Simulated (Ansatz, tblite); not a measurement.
# WO2Br2 (WBr₂O₂): rung by rung

How do method and basis change the picture of WO2Br2 (WBr₂O₂) (singlet)?

Method: as each input shows; program: Ansatz 0.2.0, Gaussian basis.

The runs, in order: GFN1-xTB, GFN2-xTB, PBE-D4/def2-TZVP, r2SCAN-D4/def2-TZVP, BHLYP-D4/def2-TZVP, PBE-QIDH/def2-TZVP, ωB97X-V/def2-TZVP, HF/def2-TZVP, B3LYP-D4/def2-TZVP, LC-ωPBE/def2-TZVP, B97M-V/def2-TZVP, PBE-D4/def2-SVP, PBE0-D4/def2-SVP, PBE0-D4/def2-TZVPD, PBE-D4/def2-TZVPD, r2SCAN-D4/def2-TZVPD, CCSD(T)/def2-SVP, MP2/def2-TZVP, RPA/def2-TZVP.

**1. The structure**

The singlet was relaxed beforehand with B3LYP-D4/def2-SVP.

5 atoms, charge 0, spin multiplicity 1.

Bond lengths: W1–O2 1.704 Å, W1–O3 1.704 Å, W1–Br4 2.428 Å, W1–Br5 2.428 Å. Angles: O2–W1–O3 106.7°, O2–W1–Br4 109.0°, O2–W1–Br5 109.0°, O3–W1–Br4 109.0°, O3–W1–Br5 109.0°, Br4–W1–Br5 113.9°.

Formally the metal is d0. W takes a core potential in the def2 sets. No spin-orbit coupling is included.

PBE0-D4/def2-TZVP was run before; its log isn't repeated, and its numbers join the tables.

**2. GFN1-xTB**

Tight binding, by tblite at 300 K electronic temperature and without a spin-polarisation term:

```python
tblite.interface.Calculator('GFN1-xTB', numbers, positions, charge=0, uhf=0).singlepoint()
```

Energy -534.1671 eV, HOMO -12.31 eV, LUMO -8.15 eV; 0.006 s.

**3. GFN2-xTB**

Tight binding, by tblite at 300 K electronic temperature and without a spin-polarisation term:

```python
tblite.interface.Calculator('GFN2-xTB', numbers, positions, charge=0, uhf=0).singlepoint()
```

Energy -514.9463 eV, HOMO -12.33 eV, LUMO -8.99 eV; 0.007 s.

**4. PBE-D4/def2-TZVP**

start.molden holds the orbitals of an earlier run on this state, given as this run's starting guess.

Input file in.yaml:

```yaml
crystal:
  periodic: [false, false, false]
  atoms:
    - {symbol: W, position_ang: [0.100695, -0.000553, 0.070678]}
    - {symbol: O, position_ang: [0.150552, -0.013454, 1.774180]}
    - {symbol: O, position_ang: [1.717870, 0.006593, -0.466947]}
    - {symbol: Br, position_ang: [-0.987897, 2.038170, -0.672466]}
    - {symbol: Br, position_ang: [-0.981220, -2.030756, -0.705445]}
basis:
  gaussian: {orbitals: def2-TZVP, initial_orbitals: start.molden}
hamiltonian: {xc: pbe, dispersion: d4}
scf: {omitted_lower_state_checks: [starts]}
output: {orbitals: {seedname: orbitals}}
```

Command:

```
> ansatz run in.yaml --threads 4 --pin off --events-out ev --progress --plain --max-ram 3916MiB
```

The runs that follow: r2SCAN-D4/def2-TZVP; BHLYP-D4/def2-TZVP; PBE-QIDH/def2-TZVP; ωB97X-V/def2-TZVP; HF/def2-TZVP; B3LYP-D4/def2-TZVP; LC-ωPBE/def2-TZVP; B97M-V/def2-TZVP; PBE-D4/def2-SVP; PBE0-D4/def2-SVP; PBE0-D4/def2-TZVPD; PBE-D4/def2-TZVPD; r2SCAN-D4/def2-TZVPD; CCSD(T)/def2-SVP; MP2/def2-TZVP; RPA/def2-TZVP.

Q: Predict the results of all the runs planned. Wanted: gap in def2-TZVP, named functionals and Hartree-Fock, smallest and largest; correlation energy, CCSD(T)/def2-SVP; correlation energy, MP2/def2-TZVP; binding an atom, CCSD(T)/def2-SVP; PBE0 total energy, smallest basis above largest.

The runs gave:

```
                                                                  quantity                            value
gap in def2-TZVP, named functionals and Hartree-Fock, smallest and largest  3.83 eV (PBE-D4), 11.94 eV (HF)
                                      correlation energy, CCSD(T)/def2-SVP                        -33.39 eV
                                         correlation energy, MP2/def2-TZVP                        -40.59 eV
                                         binding an atom, CCSD(T)/def2-SVP                         4.189 eV
                           PBE0 total energy, smallest basis above largest  22.64 eV (def2-SVP, def2-TZVPD)
```

**Reading.** Orbital gaps of the named functionals and Hartree-Fock in def2-TZVP span 3.83 eV (PBE-D4) to 11.94 eV (HF); exact exchange widens it. The functionals in def2-TZVP miss CCSD(T)/def2-SVP by -0.206 (BHLYP-D4) to +0.361 eV (B97M-V) an atom. The yardstick is in a double-zeta basis, so levels in larger sets aren't compared like for like. The reference is CCSD(T) in one finite basis, so it carries an error of its own, often a tenth of an eV or more, and near misses can't be ranked.
